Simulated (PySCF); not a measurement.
**C3H6B2O2: electronic excitations at several levels of theory**

Aim: compute the electronic excitations of C3H6B2O2 (`BO[C@H]1BOC=C1`) at several levels, and see how far they spread and what each costs.

Programs: PySCF 2.14.0, with density-fitted response routines of our own. Each step states its level of theory. These are calculated values for one molecule in the gas phase, unless marked as measured. Atoms count from 0, in the outputs and in this text.

### 1 The molecule as given

13 atoms, charge 0, multiplicity 1; geometry from: GFN2-xTB. The atoms were then displaced at random by about 0.01 Å, so the start is not that level's minimum.

Bonds of the start (Å): B0–O1 1.35, O1–C2 1.41, C2–B3 1.60, B3–O4 1.38, O4–C5 1.37, C5–C6 1.34, C6–C2 1.48, B0–H7 1.16, B0–H8 1.17, C2–H9 1.13, B3–H10 1.16, C5–H11 1.07, C6–H12 1.06.

### 2 Geometry optimisation at PBE0-D3(BJ)/def2-SVP

The job: settings as JSON, then the geometry in Å.

```
{"job": {"xc": "PBE0", "basis": "def2-SVP", "d3": "d3bj", "grid": 1, "shake": 0.01, "kind": "geom"}, "charge": 0, "multiplicity": 1}
B      2.366930     0.436580    -0.753960
O      1.024860     0.529290    -0.794390
C      0.137710    -0.057830     0.136820
B     -0.740240     0.884080     1.081310
O     -2.036120     0.423780     0.966260
C     -2.094460    -0.593840     0.057370
C     -0.909500    -0.910940    -0.479810
H      2.947590    -0.138660     0.067900
H      2.898150     1.040370    -1.598790
H      0.734670    -0.718010     0.831710
H     -0.505830     1.751710     1.809480
H     -3.060790    -1.020130    -0.096900
H     -0.757150    -1.643280    -1.237330
```

Run with:

```bash
> OMP_NUM_THREADS=1 python probes_run.py task.json out
```

One launch serves the whole session: the jobs run in the order shown.

The log of the run:

```text
step   0  E = -317.49908801  max force = 0.026252
step   1  E = -317.50498961  max force = 0.008078
step   2  E = -317.50502361  max force = 0.007251
step   3  E = -317.50541996  max force = 0.001458
step   4  E = -317.50543717  max force = 0.002286
step   5  E = -317.50547735  max force = 0.000767
step   6  E = -317.50550028  max force = 0.000453
step   7  E = -317.50552755  max force = 0.001212
step   8  E = -317.50555164  max force = 0.000819
step   9  E = -317.50555878  max force = 0.000283
optimisation converged
```

It took 61 s on 1 thread of Arm Neoverse V2, shared host; peak memory 0.54 GiB.

The steps of the relaxation:

```csv
step,energy from step 0 (eV),largest force component (eV/Å)
0,0.0000,1.3499
1,-0.1606,0.4154
2,-0.1615,0.3729
3,-0.1723,0.0750
4,-0.1728,0.1176
5,-0.1739,0.0394
6,-0.1745,0.0233
7,-0.1752,0.0623
8,-0.1759,0.0421
9,-0.1761,0.0146
```

Close pairs (by a distance rule), those that changed most:

```csv
bond,before (Å),after (Å),change (Å)
B0–H7,1.159,1.216,+0.057
B3–H10,1.157,1.202,+0.045
B0–H8,1.166,1.208,+0.042
C6–H12,1.065,1.090,+0.026
C5–H11,1.067,1.090,+0.023
O4–C5,1.366,1.387,+0.022
C2–C6,1.485,1.504,+0.019
B3–O4,1.380,1.363,-0.017
```

The next job starts from the end point, and lists it.

```csv
at the end point,value
point group (found at 0.08 Å tolerance),C1
"rotational constants (GHz, main isotopes)","7.498, 1.885, 1.597"
dipole moment (D),1.88
```

### 3 Excited states and response: PBE0/def2-TZVP

The job: settings as JSON, then the geometry in Å.

```
{"job": {"kind": "uv", "xc": "PBE0", "basis": "def2-TZVP"}, "charge": 0, "multiplicity": 1}
B      2.243401     0.746782    -0.835596
O      0.905121     0.747060    -0.763463
C      0.176517    -0.048965     0.150007
B     -0.787999     0.746099     1.146693
O     -2.028786     0.186442     1.077797
C     -2.004905    -0.808884     0.111828
C     -0.823574    -0.973867    -0.486437
H      2.891597     0.024807    -0.103269
H      2.745339     1.483584    -1.650743
H      0.883242    -0.649276     0.766273
H     -0.563790     1.658074     1.896649
H     -2.948499    -1.335423    -0.034080
H     -0.607541    -1.701502    -1.268978
```

With the program's defaults for keys left out, this is: TDDFT PBE0/def2-TZVP, vertical, gas phase, core orbitals frozen in the response.

The log of the run:

```text
coarse grid: 11328 points
cycle   1  E = -317.7551579884  dE =  1.039e+00  |g| = 7.416e-01  |ddm| = 2.800e+00
cycle   2  E = -317.5875320918  dE =  1.676e-01  |g| = 1.218e+00  |ddm| = 1.323e+00
cycle   3  E = -317.8544726923  dE = -2.669e-01  |g| = 1.038e-01  |ddm| = 8.774e-01
cycle   4  E = -317.8561707046  dE = -1.698e-03  |g| = 5.047e-02  |ddm| = 8.872e-02
cycle   5  E = -317.8566589916  dE = -4.883e-04  |g| = 1.561e-02  |ddm| = 3.727e-02
cycle   6  E = -317.8567084963  dE = -4.950e-05  |g| = 3.711e-03  |ddm| = 1.231e-02
cycle   7  E = -317.8567114160  dE = -2.920e-06  |g| = 1.327e-03  |ddm| = 3.102e-03
final grid: 110688 points
cycle   8  E = -317.8487889680  dE = -7.534e-05  |g| = 1.095e-02  |ddm| = 7.246e-02
cycle   9  E = -317.8487583430  dE =  3.063e-05  |g| = 1.731e-02  |ddm| = 1.396e-02
cycle  10  E = -317.8488099586  dE = -5.162e-05  |g| = 1.310e-03  |ddm| = 9.053e-03
cycle  11  E = -317.8488103262  dE = -3.676e-07  |g| = 3.642e-04  |ddm| = 1.377e-03
cycle  12  E = -317.8488103536  dE = -2.741e-08  |g| = 1.126e-04  |ddm| = 2.968e-04
cycle  13  E = -317.8488103563  dE = -2.639e-09  |g| = 4.729e-05  |ddm| = 1.026e-04
cycle  14  E = -317.8488103568  dE = -5.207e-10  |g| = 1.315e-05  |ddm| = 3.766e-05
converged SCF energy = -317.8488103568

Static polarisability (au): isotropic 66.390, principal 50.414 62.701 86.057

Singlet excitations
state   eV       nm        f      main configurations
  1   4.9362    251.2   0.02830   H->L 0.95
  2   5.8097    213.4   0.00902   H-1->L 0.75, H-2->L 0.20
  3   5.9644    207.9   0.05303   H->L+1 0.89
  4   6.2966    196.9   0.01588   H-2->L 0.40, H-2->L+1 0.30, H-1->L+1 0.11
  5   6.4273    192.9   0.00011   H-2->L 0.37, H-2->L+1 0.34, H-1->L+1 0.14
  6   6.9901    177.4   0.11040   H->L+2 0.42, H-1->L+1 0.34, H-2->L+1 0.11
  7   7.1646    173.1   0.00235   H->L+2 0.38, H-1->L+1 0.33, H-2->L+1 0.16
  8   7.3832    167.9   0.01681   H-3->L 0.78, H->L+3 0.14
  9   7.4775    165.8   0.01455   H->L+3 0.70, H-3->L 0.13
 10   7.8073    158.8   0.03125   H-1->L+2 0.43, H-2->L+2 0.22, H-3->L+1 0.14

Triplet excitations (Tamm-Dancoff, eV): 3.7441 5.0227 5.4131 5.6476
```

Run time: 48 s. Hardware: 1 thread of Arm Neoverse V2, shared host; peak memory 1.1 GiB.

Frontier orbitals and where they lie:

```csv
orbital,eV,atoms
HOMO−3,-9.97,"O1 24 %, C2 20 %, B0 14 %"
HOMO−2,-8.71,"B0 29 %, O1 21 %, H7 13 %"
HOMO−1,-8.64,"O1 23 %, C2 19 %, B3 14 %"
HOMO,-7.38,"C6 36 %, C5 30 %, O4 13 %"
LUMO,-1.19,"B3 50 %, C5 13 %, C2 11 %"
LUMO+1,-0.49,"B0 76 %, O1 11 %"
LUMO+2,0.55,"C5 27 %, C6 23 %, B3 23 %"
```

With each of the 10 states as a Gaussian band of 0.4 eV half-width at 1/e, the curve within the window shown has maxima at 251 nm (ε 1,200), 207 nm (ε 2,800), 176 nm (ε 5,000) L/(mol cm). Beyond the last state computed it falls off for lack of states. The curve at chosen wavelengths:

| nm | ε (L/mol/cm) |
| --- | --- |
| 153 | 798 |
| 158 | 1720 |
| 164 | 2599 |
| 169 | 3682 |
| 174 | 4870 |
| 179 | 4783 |
| 185 | 3065 |
| 190 | 1967 |
| 195 | 1870 |
| 201 | 2461 |
| 206 | 2796 |
| 211 | 2626 |
| 216 | 2045 |
| 222 | 1257 |
| 227 | 830 |
| 232 | 695 |
| 237 | 783 |
| 243 | 999 |
| 248 | 1129 |
| 253 | 1141 |
| 259 | 1000 |
| 264 | 803 |
| 269 | 590 |
| 274 | 401 |
| 280 | 230 |
| 285 | 135 |

Ground-state properties from the same run:

```csv
property,computed
dipole moment (D),1.72
polarisability (Å³),9.84
HOMO–LUMO gap (eV),6.19
−ε(HOMO) (eV),7.38
```

### 4 TDDFT and polarisability: PBE0/aug-cc-pVDZ

Settings changed since step 3:

```diff
@@ -1,2 +1,2 @@
-{"job": {"kind": "uv", "xc": "PBE0", "basis": "def2-TZVP"}, "charge": 0, "multiplicity": 1}
+{"job": {"kind": "uv", "xc": "PBE0", "basis": "aug-cc-pVDZ"}, "charge": 0, "multiplicity": 1}
 B      2.243401     0.746782    -0.835596
```

Level: TDDFT PBE0/aug-cc-pVDZ, vertical, gas phase, core orbitals frozen in the response.

The log of the run:

```text
coarse grid: 11328 points
cycle   1  E = -317.6600106719  dE =  1.069e+00  |g| = 6.874e-01  |ddm| = 9.756e+00
cycle   2  E = -317.5060282461  dE =  1.540e-01  |g| = 1.136e+00  |ddm| = 2.907e+00
cycle   3  E = -317.7518008765  dE = -2.458e-01  |g| = 9.104e-02  |ddm| = 1.600e+00
cycle   4  E = -317.7531741441  dE = -1.373e-03  |g| = 4.550e-02  |ddm| = 2.403e-01
cycle   5  E = -317.7535977665  dE = -4.236e-04  |g| = 1.317e-02  |ddm| = 9.830e-02
cycle   6  E = -317.7536345887  dE = -3.682e-05  |g| = 3.226e-03  |ddm| = 3.249e-02
cycle   7  E = -317.7536369262  dE = -2.338e-06  |g| = 1.074e-03  |ddm| = 8.503e-03
final grid: 110688 points
cycle   8  E = -317.7650456127  dE = -2.984e-05  |g| = 9.931e-03  |ddm| = 1.819e-01
cycle   9  E = -317.7650199806  dE =  2.563e-05  |g| = 1.558e-02  |ddm| = 4.526e-02
cycle  10  E = -317.7650655030  dE = -4.552e-05  |g| = 1.312e-03  |ddm| = 2.297e-02
cycle  11  E = -317.7650659278  dE = -4.248e-07  |g| = 2.553e-04  |ddm| = 3.480e-03
cycle  12  E = -317.7650659414  dE = -1.359e-08  |g| = 9.036e-05  |ddm| = 7.372e-04
cycle  13  E = -317.7650659430  dE = -1.638e-09  |g| = 4.750e-05  |ddm| = 2.588e-04
cycle  14  E = -317.7650659436  dE = -5.552e-10  |g| = 1.201e-05  |ddm| = 1.058e-04
converged SCF energy = -317.7650659436

Static polarisability (au): isotropic 69.449, principal 53.908 65.927 88.513

Singlet excitations
state   eV       nm        f      main configurations
  1   4.9032    252.9   0.02714   H->L 0.96
  2   5.7888    214.2   0.00705   H-1->L 0.65, H-2->L 0.28
  3   5.8663    211.3   0.05495   H->L+1 0.89
  4   6.2358    198.8   0.01185   H-2->L 0.32, H-2->L+1 0.29, H-1->L+1 0.17
  5   6.3467    195.4   0.01988   H->L+2 0.94
  6   6.3806    194.3   0.00040   H-2->L 0.37, H-2->L+1 0.26, H-1->L+1 0.17
  7   6.7905    182.6   0.06495   H->L+3 0.83
  8   6.9605    178.1   0.05120   H-1->L+1 0.38, H-2->L+1 0.23, H->L+4 0.22
  9   7.0794    175.1   0.00658   H->L+4 0.48, H->L+5 0.24
 10   7.1440    173.6   0.00544   H->L+5 0.54, H-1->L+1 0.10

Triplet excitations (Tamm-Dancoff, eV): 3.7330 4.9927 5.3805 5.5941
```

Wall time 39 s (1 thread of Arm Neoverse V2, shared host); peak memory 0.86 GiB.

Key values: HOMO -7.38 eV, LUMO -1.24 eV; lowest singlet 4.90 eV.

### 5 Ultraviolet spectrum: PBE0/6-31+G*

Settings changed since step 4:

```diff
@@ -1,2 +1,2 @@
-{"job": {"kind": "uv", "xc": "PBE0", "basis": "aug-cc-pVDZ"}, "charge": 0, "multiplicity": 1}
+{"job": {"kind": "uv", "xc": "PBE0", "basis": "6-31+G*"}, "charge": 0, "multiplicity": 1}
 B      2.243401     0.746782    -0.835596
```

With the program's defaults for keys left out, this is: TDDFT PBE0/6-31+G*, vertical, gas phase, core orbitals frozen in the response.

The log of the run:

```text
coarse grid: 11328 points
cycle   1  E = -317.6961986791  dE =  1.055e+00  |g| = 6.752e-01  |ddm| = 3.739e+00
cycle   2  E = -317.5513834142  dE =  1.448e-01  |g| = 1.107e+00  |ddm| = 2.933e+00
cycle   3  E = -317.7868168128  dE = -2.354e-01  |g| = 8.866e-02  |ddm| = 1.983e+00
cycle   4  E = -317.7881326607  dE = -1.316e-03  |g| = 4.354e-02  |ddm| = 1.246e-01
cycle   5  E = -317.7885243034  dE = -3.916e-04  |g| = 1.287e-02  |ddm| = 6.371e-02
cycle   6  E = -317.7885600730  dE = -3.577e-05  |g| = 3.206e-03  |ddm| = 2.199e-02
cycle   7  E = -317.7885624088  dE = -2.336e-06  |g| = 1.104e-03  |ddm| = 4.677e-03
final grid: 110688 points
cycle   8  E = -317.7346177032  dE = -1.706e-05  |g| = 1.010e-02  |ddm| = 5.811e-02
cycle   9  E = -317.7345908558  dE =  2.685e-05  |g| = 1.588e-02  |ddm| = 2.623e-02
cycle  10  E = -317.7346384656  dE = -4.761e-05  |g| = 1.284e-03  |ddm| = 1.783e-02
cycle  11  E = -317.7346388811  dE = -4.155e-07  |g| = 2.329e-04  |ddm| = 2.473e-03
cycle  12  E = -317.7346388923  dE = -1.126e-08  |g| = 8.624e-05  |ddm| = 3.244e-04
cycle  13  E = -317.7346388939  dE = -1.523e-09  |g| = 4.244e-05  |ddm| = 1.397e-04
cycle  14  E = -317.7346388943  dE = -4.413e-10  |g| = 1.112e-05  |ddm| = 6.154e-05
converged SCF energy = -317.7346388943

Static polarisability (au): isotropic 64.967, principal 49.756 60.404 84.740

Singlet excitations
state   eV       nm        f      main configurations
  1   4.9423    250.9   0.02727   H->L 0.96
  2   5.8274    212.8   0.00803   H-1->L 0.75, H-2->L 0.19
  3   5.9310    209.0   0.05453   H->L+1 0.90
  4   6.3057    196.6   0.01174   H-2->L 0.42, H-2->L+1 0.29, H-1->L+1 0.12
  5   6.4468    192.3   0.00027   H-2->L+1 0.36, H-2->L 0.35, H-1->L+1 0.15
  6   6.5181    190.2   0.02042   H->L+2 0.88, H->L+3 0.09
  7   6.9382    178.7   0.09825   H->L+3 0.59, H-1->L+1 0.16
  8   7.0812    175.1   0.01882   H-1->L+1 0.46, H-2->L+1 0.20, H->L+4 0.12
  9   7.2710    170.5   0.01338   H->L+4 0.63, H->L+3 0.09
 10   7.3413    168.9   0.00211   H->L+5 0.72, H->L+8 0.10

Triplet excitations (Tamm-Dancoff, eV): 3.7474 5.0428 5.4269 5.7089
```

Run time: 20 s. Hardware: 1 thread of Arm Neoverse V2, shared host; peak memory 0.72 GiB.

In short: HOMO -7.39 eV, LUMO -1.20 eV; lowest singlet 4.94 eV.

### 6 Run by run: electronic excitations

Excitations and ground-state properties, with basis size and wall time:

```csv
run,lowest singlet (eV),brightest (eV),f,gap (eV),α (Å³),μ (D),functions,time
PBE0/def2-TZVP,4.94,6.99,0.110,6.19,9.84,1.72,253,48 s
PBE0/aug-cc-pVDZ,4.90,6.79,0.065,6.14,10.29,1.70,215,39 s
PBE0/6-31+G*,4.94,6.94,0.098,6.18,9.63,1.79,138,20 s
```

### 7 Summary of results

| quantity | value |
| --- | --- |
| point group | C1 |
| rotational constants (main isotopes) | 7.50, 1.89, 1.60 GHz |
| lowest singlet (PBE0/def2-TZVP) | 4.94 eV (251 nm), f = 0.028 |
| brightest single state of those computed | state 6, 6.99 eV, f = 0.110 |
| lowest triplet | 3.74 eV |
| range of the lowest singlet | 4.90 to 4.94 eV |

What this shows: Single values in the summary come from the first sound run of each kind (PBE0/def2-TZVP), which need not be the best level. The start of the PBE0/def2-SVP relaxation was shaken at random by about 0.01 Å, so part of the energy gained, and of the first lengths quoted, undoes that. Relaxing lowered the energy by 0.176 eV in 9 steps; the close pair that moved most is B0–H7, from 1.159 to 1.216 Å. The lowest singlet, at 4.94 eV, is HOMO→LUMO 0.95 and is weak; of the 10 states computed, the strongest absorption comes from state 6 at 6.99 eV. The lowest triplet lies 1.19 eV below the lowest singlet (triplets in Tamm-Dancoff, singlets in full TDDFT). The basis of PBE0/def2-TZVP has no diffuse functions, so Rydberg states are missing and the high states are unreliable. The lowest singlet runs from 4.90 eV (PBE0/aug-cc-pVDZ) to 4.94 eV (PBE0/6-31+G*), while the orbital gap spans 6.14 to 6.19 eV. The lowest state need not be the same one in every run.
